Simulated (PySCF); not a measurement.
# A gas-phase reaction: CH3BeBr + H2 → CH4Be + BrH

Wanted: the reaction energy for `[CH3][Be][Br]` + `[H][H]` → `[BeH][CH3]` + `Br`.

Computed with PySCF 2.14.0; each step states its level. No surroundings beyond the atoms listed, unless a continuum is named. Atoms count from 0, parts from 1.

## Step 1: Starting point

Each species was relaxed by itself at PBE0-D3(BJ)/def2-SVPD.

## Step 2: Reaction energy: wB97M-D3(BJ)/def2-TZVPD

What the job is given:

```
{"job": {"kind": "react", "xc": "wB97M-D3(BJ)", "basis": "def2-TZVPD"}, "charge": 0, "multiplicity": 1}
-1 CH3BeBr charge 0 multiplicity 1
C     -0.339700     0.299760    -0.499910
Be     0.500660    -0.440190     0.735150
Br     1.490880    -1.314360     2.192540
H      0.306390     0.949060    -1.115000
H     -1.159260     0.936030    -0.124660
H     -0.798350    -0.430350    -1.188390

-1 H2 charge 0 multiplicity 1
H      0.380100    -0.003010    -0.012140
H     -0.380100     0.003010     0.012140

+1 CH4Be charge 0 multiplicity 1
Be    -0.184740    -1.000710     0.432770
C      0.095460     0.515950    -0.223320
H     -0.407380    -2.209780     0.955590
H      1.162510     0.798480    -0.192810
H     -0.213060     0.581950    -1.281610
H     -0.452010     1.313830     0.308930

+1 BrH charge 0 multiplicity 1
Br     0.714950     0.000260    -0.007820
H     -0.708720     0.002610     0.007570
```

With the program's defaults for keys left out, this is: wB97M-D3(BJ)/def2-TZVPD reaction energy of separated species, gas phase.

The run is started by

```bash
OMP_NUM_THREADS=1 python cluster_run.py task.json out
```

This one command runs all jobs of the session in turn.

Log:

```text
species 1 (CH3BeBr)
coarse grid: 25016 points
cycle   1  E = -2628.8976193110  dE = -8.594e-01  |g| = 3.196e-01  |ddm| = 2.736e+00
cycle   2  E = -2628.9174303742  dE = -1.981e-02  |g| = 1.728e-01  |ddm| = 6.640e-01
cycle   3  E = -2628.9234212124  dE = -5.991e-03  |g| = 3.016e-02  |ddm| = 1.793e-01
cycle   4  E = -2628.9238099576  dE = -3.887e-04  |g| = 1.109e-02  |ddm| = 5.689e-02
cycle   5  E = -2628.9238654036  dE = -5.545e-05  |g| = 2.438e-03  |ddm| = 1.944e-02
cycle   6  E = -2628.9238689389  dE = -3.535e-06  |g| = 7.128e-04  |ddm| = 5.344e-03
final grid: 51432 points
cycle   7  E = -2628.9238427008  dE = -2.450e-07  |g| = 4.626e-04  |ddm| = 2.147e-03
cycle   8  E = -2628.9238427474  dE = -4.660e-08  |g| = 3.114e-04  |ddm| = 8.066e-04
cycle   9  E = -2628.9238427698  dE = -2.244e-08  |g| = 5.162e-05  |ddm| = 2.655e-04
cycle  10  E = -2628.9238427714  dE = -1.566e-09  |g| = 2.296e-05  |ddm| = 9.474e-05
cycle  11  E = -2628.9238427716  dE = -2.574e-10  |g| = 1.449e-06  |ddm| = 4.894e-05
converged SCF energy = -2628.9238427716

species 2 (H2)
coarse grid: 4944 points
cycle   1  E = -1.1694181906  dE = -2.751e-01  |g| = 9.865e-03  |ddm| = 4.504e-01
cycle   2  E = -1.1694524362  dE = -3.425e-05  |g| = 1.161e-03  |ddm| = 9.676e-03
cycle   3  E = -1.1694531184  dE = -6.822e-07  |g| = 1.815e-04  |ddm| = 1.918e-03
final grid: 10744 points
cycle   4  E = -1.1694518064  dE = -2.405e-08  |g| = 4.113e-05  |ddm| = 3.869e-04
cycle   5  E = -1.1694518076  dE = -1.269e-09  |g| = 9.626e-06  |ddm| = 9.172e-05
cycle   6  E = -1.1694518077  dE = -7.523e-11  |g| = 3.020e-07  |ddm| = 2.871e-05
converged SCF energy = -1.1694518077

species 3 (CH4Be)
coarse grid: 20152 points
cycle   1  E = -55.2528695613  dE = -4.100e-02  |g| = 2.410e-01  |ddm| = 2.371e+00
cycle   2  E = -55.2644745900  dE = -1.161e-02  |g| = 1.665e-01  |ddm| = 5.470e-01
cycle   3  E = -55.2715075060  dE = -7.033e-03  |g| = 2.127e-02  |ddm| = 1.693e-01
cycle   4  E = -55.2717596612  dE = -2.522e-04  |g| = 2.499e-03  |ddm| = 5.300e-02
cycle   5  E = -55.2717645829  dE = -4.922e-06  |g| = 4.834e-04  |ddm| = 9.755e-03
final grid: 43728 points
cycle   6  E = -55.2717609275  dE = -1.678e-07  |g| = 1.738e-04  |ddm| = 2.283e-03
cycle   7  E = -55.2717609466  dE = -1.905e-08  |g| = 5.279e-05  |ddm| = 5.923e-04
cycle   8  E = -55.2717609489  dE = -2.331e-09  |g| = 2.117e-05  |ddm| = 1.628e-04
cycle   9  E = -55.2717609493  dE = -3.556e-10  |g| = 4.137e-06  |ddm| = 9.092e-05
converged SCF energy = -55.2717609493

species 4 (BrH)
coarse grid: 9808 points
cycle   1  E = -2574.7444815816  dE = -1.115e+00  |g| = 2.814e-01  |ddm| = 9.887e-01
cycle   2  E = -2574.7574487574  dE = -1.297e-02  |g| = 1.487e-01  |ddm| = 2.655e-01
cycle   3  E = -2574.7608845913  dE = -3.436e-03  |g| = 8.657e-03  |ddm| = 8.708e-02
cycle   4  E = -2574.7609219565  dE = -3.737e-05  |g| = 2.523e-03  |ddm| = 1.268e-02
cycle   5  E = -2574.7609263870  dE = -4.431e-06  |g| = 6.497e-04  |ddm| = 4.934e-03
final grid: 18448 points
cycle   6  E = -2574.7609110608  dE = -1.922e-07  |g| = 3.883e-04  |ddm| = 9.239e-04
cycle   7  E = -2574.7609110884  dE = -2.762e-08  |g| = 2.729e-04  |ddm| = 3.936e-04
cycle   8  E = -2574.7609110955  dE = -7.070e-09  |g| = 3.378e-05  |ddm| = 1.359e-04
cycle   9  E = -2574.7609110965  dE = -1.044e-09  |g| = 1.120e-05  |ddm| = 6.292e-05
cycle  10  E = -2574.7609110966  dE = -4.138e-11  |g| = 1.704e-06  |ddm| = 1.292e-05
converged SCF energy = -2574.7609110966

Reaction energy = 38.389 kcal/mol
```

Wall time 16 s (1 thread of Arm Neoverse N1, shared host); peak memory 0.55 GiB.

Species by species (with the dispersion term, which the log's SCF energies lack):

```tsv
ν	species	energy (Eh)	HOMO (eV)
-1	[CH3][Be][Br]	-2628.92844	-11.05
-1	[H][H]	-1.16967	-14.48
+1	[BeH][CH3]	-55.27545	-10.80
+1	Br	-2574.76148	-11.15
```

## Step 3: Energies of the species: PBE0-D3(BJ)/def2-TZVPD

Same as in step 2 but for these lines:

```diff
@@ -1,2 +1,2 @@
-{"job": {"kind": "react", "xc": "wB97M-D3(BJ)", "basis": "def2-TZVPD"}, "charge": 0, "multiplicity": 1}
+{"job": {"kind": "react", "xc": "PBE0", "basis": "def2-TZVPD", "disp": "d3bj"}, "charge": 0, "multiplicity": 1}
 -1 CH3BeBr charge 0 multiplicity 1
```

Level: PBE0-D3(BJ)/def2-TZVPD reaction energy of separated species, gas phase.

Log:

```text
species 1 (CH3BeBr)
coarse grid: 25016 points
cycle   1  E = -2628.4891272125  dE = -9.599e-01  |g| = 4.303e-01  |ddm| = 3.012e+00
cycle   2  E = -2628.4829148324  dE =  6.212e-03  |g| = 4.165e-01  |ddm| = 6.895e-01
cycle   3  E = -2628.5252587103  dE = -4.234e-02  |g| = 5.451e-02  |ddm| = 3.555e-01
cycle   4  E = -2628.5259371845  dE = -6.785e-04  |g| = 5.619e-03  |ddm| = 4.812e-02
cycle   5  E = -2628.5259418900  dE = -4.705e-06  |g| = 5.062e-03  |ddm| = 1.370e-02
cycle   6  E = -2628.5259487293  dE = -6.839e-06  |g| = 3.144e-04  |ddm| = 5.517e-03
final grid: 51432 points
cycle   7  E = -2628.5259547007  dE = -1.531e-08  |g| = 3.667e-04  |ddm| = 2.612e-03
cycle   8  E = -2628.5259546915  dE =  9.236e-09  |g| = 4.400e-04  |ddm| = 7.646e-04
cycle   9  E = -2628.5259547274  dE = -3.585e-08  |g| = 1.420e-05  |ddm| = 3.705e-04
cycle  10  E = -2628.5259547274  dE = -3.411e-11  |g| = 4.377e-06  |ddm| = 1.668e-05
converged SCF energy = -2628.5259547274

species 2 (H2)
coarse grid: 1240 points
cycle   1  E = -1.1670618496  dE = -2.327e-01  |g| = 2.266e-02  |ddm| = 4.588e-01
cycle   2  E = -1.1672492758  dE = -1.874e-04  |g| = 3.233e-03  |ddm| = 1.896e-02
cycle   3  E = -1.1672537314  dE = -4.456e-06  |g| = 9.770e-05  |ddm| = 2.761e-03
final grid: 10744 points
cycle   4  E = -1.1681369703  dE = -1.927e-06  |g| = 2.738e-04  |ddm| = 1.569e-03
cycle   5  E = -1.1681369986  dE = -2.825e-08  |g| = 3.987e-05  |ddm| = 2.445e-04
cycle   6  E = -1.1681369992  dE = -6.311e-10  |g| = 1.260e-06  |ddm| = 3.102e-05
converged SCF energy = -1.1681369992

species 3 (CH4Be)
coarse grid: 4632 points
cycle   1  E = -55.1394362304  dE = -1.160e-01  |g| = 3.735e-01  |ddm| = 2.485e+00
cycle   2  E = -55.1281999319  dE =  1.124e-02  |g| = 4.217e-01  |ddm| = 7.535e-01
cycle   3  E = -55.1759693094  dE = -4.777e-02  |g| = 1.488e-02  |ddm| = 4.174e-01
cycle   4  E = -55.1760477855  dE = -7.848e-05  |g| = 2.515e-03  |ddm| = 2.661e-02
cycle   5  E = -55.1760503351  dE = -2.550e-06  |g| = 5.429e-04  |ddm| = 5.529e-03
final grid: 43728 points
cycle   6  E = -55.1730133851  dE = -2.188e-05  |g| = 5.207e-03  |ddm| = 1.198e-01
cycle   7  E = -55.1730107128  dE =  2.672e-06  |g| = 6.149e-03  |ddm| = 8.400e-03
cycle   8  E = -55.1730202127  dE = -9.500e-06  |g| = 7.549e-05  |ddm| = 5.231e-03
cycle   9  E = -55.1730202144  dE = -1.756e-09  |g| = 3.255e-05  |ddm| = 2.633e-04
cycle  10  E = -55.1730202148  dE = -3.641e-10  |g| = 5.449e-06  |ddm| = 5.549e-05
converged SCF energy = -55.1730202148

species 4 (BrH)
coarse grid: 9808 points
cycle   1  E = -2574.4494534085  dE = -1.081e+00  |g| = 2.724e-01  |ddm| = 1.042e+00
cycle   2  E = -2574.4540916847  dE = -4.638e-03  |g| = 1.699e-01  |ddm| = 2.601e-01
cycle   3  E = -2574.4588661722  dE = -4.774e-03  |g| = 3.007e-02  |ddm| = 1.194e-01
cycle   4  E = -2574.4590976669  dE = -2.315e-04  |g| = 4.156e-03  |ddm| = 2.212e-02
cycle   5  E = -2574.4591016695  dE = -4.003e-06  |g| = 1.311e-03  |ddm| = 4.270e-03
final grid: 18448 points
cycle   6  E = -2574.4591027837  dE = -7.032e-08  |g| = 1.375e-03  |ddm| = 2.024e-03
cycle   7  E = -2574.4591027980  dE = -1.434e-08  |g| = 1.399e-03  |ddm| = 1.791e-03
cycle   8  E = -2574.4591030189  dE = -2.209e-07  |g| = 5.149e-05  |ddm| = 8.398e-04
cycle   9  E = -2574.4591030196  dE = -6.703e-10  |g| = 1.026e-05  |ddm| = 4.413e-05
converged SCF energy = -2574.4591030196

Reaction energy = 39.424 kcal/mol
```

It took 8 s on 1 thread of Arm Neoverse N1, shared host; peak memory 0.53 GiB.

Reaction energy at this level: 39.42 kcal/mol.

## Step 4: Energies of the species: MP2/def2-TZVPD

Same as in step 3 but for these lines:

```diff
@@ -1,2 +1,2 @@
-{"job": {"kind": "react", "xc": "PBE0", "basis": "def2-TZVPD", "disp": "d3bj"}, "charge": 0, "multiplicity": 1}
+{"job": {"kind": "react", "xc": "MP2", "basis": "def2-TZVPD"}, "charge": 0, "multiplicity": 1}
 -1 CH3BeBr charge 0 multiplicity 1
```

Method: MP2/def2-TZVPD reaction energy of separated species, gas phase.

Log:

```text
species 1 (CH3BeBr)
final grid: 51432 points
cycle   1  E = -2626.7320849839  dE = -8.206e-01  |g| = 2.716e-01  |ddm| = 2.389e+00
cycle   2  E = -2626.7615116944  dE = -2.943e-02  |g| = 8.208e-02  |ddm| = 5.670e-01
cycle   3  E = -2626.7642546266  dE = -2.743e-03  |g| = 2.822e-02  |ddm| = 1.601e-01
cycle   4  E = -2626.7646396839  dE = -3.851e-04  |g| = 7.803e-03  |ddm| = 5.378e-02
cycle   5  E = -2626.7646630996  dE = -2.342e-05  |g| = 2.294e-03  |ddm| = 1.492e-02
cycle   6  E = -2626.7646665599  dE = -3.460e-06  |g| = 5.712e-04  |ddm| = 7.438e-03
cycle   7  E = -2626.7646667567  dE = -1.969e-07  |g| = 1.397e-04  |ddm| = 1.765e-03
cycle   8  E = -2626.7646667662  dE = -9.431e-09  |g| = 1.873e-05  |ddm| = 3.820e-04
cycle   9  E = -2626.7646667664  dE = -2.515e-10  |g| = 5.096e-06  |ddm| = 6.883e-05
converged SCF energy = -2626.7646667664

species 2 (H2)
final grid: 10744 points
cycle   1  E = -1.1312977912  dE = -3.213e-01  |g| = 4.426e-02  |ddm| = 4.479e-01
cycle   2  E = -1.1322325747  dE = -9.348e-04  |g| = 7.183e-03  |ddm| = 3.751e-02
cycle   3  E = -1.1322672748  dE = -3.470e-05  |g| = 8.111e-04  |ddm| = 1.078e-02
cycle   4  E = -1.1322676898  dE = -4.150e-07  |g| = 2.771e-05  |ddm| = 1.627e-03
cycle   5  E = -1.1322676903  dE = -4.855e-10  |g| = 2.610e-06  |ddm| = 6.834e-05
converged SCF energy = -1.1322676903

species 3 (CH4Be)
final grid: 43728 points
cycle   1  E = -54.8117458576  dE = -3.203e-02  |g| = 2.200e-01  |ddm| = 2.101e+00
cycle   2  E = -54.8336443370  dE = -2.190e-02  |g| = 5.857e-02  |ddm| = 3.790e-01
cycle   3  E = -54.8355749519  dE = -1.931e-03  |g| = 2.207e-02  |ddm| = 1.446e-01
cycle   4  E = -54.8357334835  dE = -1.585e-04  |g| = 2.827e-03  |ddm| = 2.940e-02
cycle   5  E = -54.8357395560  dE = -6.072e-06  |g| = 6.242e-04  |ddm| = 1.410e-02
cycle   6  E = -54.8357398906  dE = -3.346e-07  |g| = 1.363e-04  |ddm| = 3.015e-03
cycle   7  E = -54.8357399049  dE = -1.430e-08  |g| = 1.913e-05  |ddm| = 5.892e-04
cycle   8  E = -54.8357399052  dE = -2.839e-10  |g| = 3.697e-06  |ddm| = 8.802e-05
converged SCF energy = -54.8357399052

species 4 (BrH)
final grid: 18448 points
cycle   1  E = -2572.9852620813  dE = -1.144e+00  |g| = 2.202e-01  |ddm| = 9.639e-01
cycle   2  E = -2572.9999185313  dE = -1.466e-02  |g| = 7.760e-02  |ddm| = 2.157e-01
cycle   3  E = -2573.0014423164  dE = -1.524e-03  |g| = 1.588e-02  |ddm| = 5.815e-02
cycle   4  E = -2573.0016142171  dE = -1.719e-04  |g| = 5.005e-03  |ddm| = 1.886e-02
cycle   5  E = -2573.0016333431  dE = -1.913e-05  |g| = 1.691e-03  |ddm| = 6.805e-03
cycle   6  E = -2573.0016347462  dE = -1.403e-06  |g| = 3.418e-04  |ddm| = 2.059e-03
cycle   7  E = -2573.0016348198  dE = -7.364e-08  |g| = 5.979e-05  |ddm| = 6.414e-04
cycle   8  E = -2573.0016348213  dE = -1.438e-09  |g| = 8.468e-06  |ddm| = 8.660e-05
cycle   9  E = -2573.0016348213  dE = -3.729e-11  |g| = 1.310e-06  |ddm| = 1.889e-05
converged SCF energy = -2573.0016348213

Reaction energy = 41.624 kcal/mol
```

Wall time 3.8 s (1 thread of Arm Neoverse N1, shared host); peak memory 0.4 GiB.

Reaction energy at this level: 41.62 kcal/mol.

## Step 5: Comparing the runs

Energies in kcal/mol, with wall time:

```tsv
run	reaction	time
wB97M-D3(BJ)/def2-TZVPD	38.39	16 s
PBE0-D3(BJ)/def2-TZVPD	39.42	8 s
MP2/def2-TZVPD	41.62	3.8 s
```

## Step 6: Outcome

```
                                                quantity                    value
               reaction energy (wB97M-D3(BJ)/def2-TZVPD)           38.39 kcal/mol
                     ΔH, ΔG at 298 K (xTB thermal terms)    +38.2, +36.8 kcal/mol
range of the reaction energy over the runs of this table  38.39 to 41.62 kcal/mol
```

**Reading.** The reaction is endothermic by 38.2 kcal/mol in the gas phase; dispersion gives +0.35, and xTB itself gave 17.84 for the electronic energy (xTB energies and thermal terms come from the earlier relaxation of each species, not shown). No barrier was sought. xTB and this level differ widely in the electronic energy, so what comes from xTB (the thermal terms above all) is less safe here. The reaction energy runs from 38.39 (wB97M-D3(BJ)/def2-TZVPD) to 41.62 kcal/mol (MP2/def2-TZVPD).
